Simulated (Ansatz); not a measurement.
**C₁₃H₁₇ClOTi: a ladder of functionals and wavefunction methods**

The task here is to estimate one member of a computed series from the others.

The runs use Ansatz 0.2.0, Gaussian basis; functionals in def2-TZVPP, the program's frozen cores in correlated methods.

The runs, in order: LDA (SPW92), PBE-D4, revPBE-D4, BLYP-D4, r2SCAN-D4, B97M-V, PBE0-D4, B3LYP-D4, r2SCANh-D4, r2SCAN0-D4, HSE06-D4, BHLYP-D4, CAM-B3LYP-D4, LC-ωPBE, ωB97X-V, ωB97M-V, B2PLYP, PBE-QIDH; CCSD(T)/def2-SVP; CCSD(T)/def2-TZVPP; MP2/def2-QZVPP; extrapolation to the limit.

## The geometry

The geometry comes from an earlier relaxation with PBE0-D4 in a triple-zeta def2 set; it is a stationary point, not always the lowest conformer.

SMILES `C[O][Ti]12345678([Cl])([C@@H]9[C@H]1[C@H]2[C@@]3(C)[C@@H]94)[C@@H]1[C@H]5[C@H]6[C@@]7(C)[C@@H]18`, 33 atoms, charge 0, spin multiplicity 1.

Atoms are counted from 1 here; the program's logs count them from 0.

Bond lengths: C1–O2 1.385 Å, C1–H17 1.099 Å, C1–H18 1.098 Å, C1–H19 1.097 Å, O2–Ti3 1.836 Å, Ti3–Cl4 2.353 Å, Ti3–C5 2.386 Å, Ti3–C6 2.367 Å, Ti3–C7 2.424 Å, Ti3–C8 2.443 Å, Ti3–C10 2.408 Å, Ti3–C11 2.418 Å, Ti3–C12 2.380 Å, Ti3–C13 2.380 Å, Ti3–C14 2.403 Å, Ti3–C16 2.416 Å, C5–C6 1.418 Å, C5–C10 1.400 Å and more. Angles: O2–C1–H17 112.3°, O2–C1–H18 110.7°, O2–C1–H19 109.6°, H17–C1–H18 108.0°, H17–C1–H19 107.6°, H18–C1–H19 108.4°, C1–O2–Ti3 136.4°, O2–Ti3–Cl4 92.8°, O2–Ti3–C5 133.0°, O2–Ti3–C6 102.8°, O2–Ti3–C7 76.4°, O2–Ti3–C8 85.7°, O2–Ti3–C10 119.5°, O2–Ti3–C11 113.5°, O2–Ti3–C12 139.9°, O2–Ti3–C13 118.4°, O2–Ti3–C14 86.3°, O2–Ti3–C16 84.1° and more.

Set-up of the first run:

in.yaml

```yaml
crystal:
  periodic: [false, false, false]
  atoms:
    - {symbol: C, position_ang: [-2.120395, -1.576619, 0.880957]}
    - {symbol: O, position_ang: [-1.427300, -0.520028, 0.313114]}
    - {symbol: Ti, position_ang: [0.284434, -0.218581, -0.279659]}
    - {symbol: Cl, position_ang: [0.243240, -2.091545, -1.702895]}
    - {symbol: C, position_ang: [1.306940, 1.597967, -1.439616]}
    - {symbol: C, position_ang: [0.335174, 2.132103, -0.556400]}
    - {symbol: C, position_ang: [-0.930553, 1.741484, -1.027576]}
    - {symbol: C, position_ang: [-0.766192, 0.931766, -2.161989]}
    - {symbol: C, position_ang: [-1.848492, 0.291028, -2.953755]}
    - {symbol: C, position_ang: [0.630493, 0.848417, -2.409914]}
    - {symbol: C, position_ang: [1.920737, -1.708748, 0.695535]}
    - {symbol: C, position_ang: [2.536011, -0.468579, 0.451200]}
    - {symbol: C, position_ang: [1.922817, 0.483713, 1.297037]}
    - {symbol: C, position_ang: [0.910292, -0.154288, 2.039765]}
    - {symbol: C, position_ang: [0.027039, 0.484354, 3.054439]}
    - {symbol: C, position_ang: [0.917385, -1.518062, 1.655985]}
    - {symbol: H, position_ang: [-1.866522, -1.720576, 1.940746]}
    - {symbol: H, position_ang: [-1.905535, -2.512932, 0.349592]}
    - {symbol: H, position_ang: [-3.198264, -1.383609, 0.821641]}
    - {symbol: H, position_ang: [2.375267, 1.725426, -1.364847]}
    - {symbol: H, position_ang: [0.522219, 2.763638, 0.298033]}
    - {symbol: H, position_ang: [-1.870802, 1.940573, -0.537146]}
    - {symbol: H, position_ang: [-2.162969, 0.942976, -3.774743]}
    - {symbol: H, position_ang: [-2.718799, 0.092208, -2.326255]}
    - {symbol: H, position_ang: [-1.510220, -0.655453, -3.376559]}
    - {symbol: H, position_ang: [1.088253, 0.268985, -3.196636]}
    - {symbol: H, position_ang: [2.138667, -2.632216, 0.186344]}
    - {symbol: H, position_ang: [3.338725, -0.285804, -0.246254]}
    - {symbol: H, position_ang: [2.185539, 1.527456, 1.371463]}
    - {symbol: H, position_ang: [-1.011650, 0.173620, 2.933704]}
    - {symbol: H, position_ang: [0.064313, 1.572414, 2.980009]}
    - {symbol: H, position_ang: [0.343526, 0.209487, 4.064932]}
    - {symbol: H, position_ang: [0.246632, -2.280585, 2.019766]}
basis:
  gaussian: {orbitals: def2-TZVPP}
hamiltonian: {xc: lda}
output: {orbitals: {seedname: orbitals}}
```

Command:

```console
$ ansatz run in.yaml --threads 11 --pin off --events-out ev --progress --plain --max-ram 110592MiB --backend cuda --devices 0, --max-vram 75GiB
```

Among the steps run: LDA; PBE-D4 (GGA); revPBE-D4 (GGA); BLYP-D4 (GGA); r2SCAN-D4 (meta-GGA); B97M-V (meta-GGA); PBE0-D4 (hybrid); B3LYP-D4 (hybrid); r2SCANh-D4 (hybrid); r2SCAN0-D4 (hybrid); HSE06-D4 (hybrid); BHLYP-D4 (hybrid); CAM-B3LYP-D4 (range-separated); LC-ωPBE (range-separated); ωB97X-V (range-separated); ωB97M-V (range-separated); B2PLYP (double hybrid); PBE-QIDH (double hybrid).

One of the session's tables, all rows but one given; the rest of the session is left out.

It belongs to the step «Frontier levels by functional». 

```
  functional  HOMO (eV)  LUMO (eV)  gap (eV)
 LDA (SPW92)      -5.42      -2.91      2.51
      PBE-D4          ?          ?         ?
   revPBE-D4      -5.16      -2.57      2.60
     BLYP-D4      -5.07      -2.54      2.53
   r2SCAN-D4      -5.40      -2.58      2.82
      B97M-V      -5.47      -2.59      2.88
     PBE0-D4      -6.24      -1.67      4.57
    B3LYP-D4      -6.04      -1.91      4.13
  r2SCANh-D4      -5.79      -2.20      3.59
  r2SCAN0-D4      -6.36      -1.61      4.75
    HSE06-D4      -5.85      -2.04      3.81
    BHLYP-D4      -7.07      -0.49      6.59
CAM-B3LYP-D4      -7.43      -0.58      6.85
     LC-ωPBE      -8.66       0.48      9.14
     ωB97X-V      -8.36       0.46      8.82
     ωB97M-V      -8.28       0.43      8.71
```

Estimate the missing values for PBE-D4.

**Answer.** HOMO (eV): -5.24; LUMO (eV): -2.66; gap (eV): 2.57. In the column «HOMO (eV)» it lies between r2SCAN-D4 (-5.40) and revPBE-D4 (-5.16).
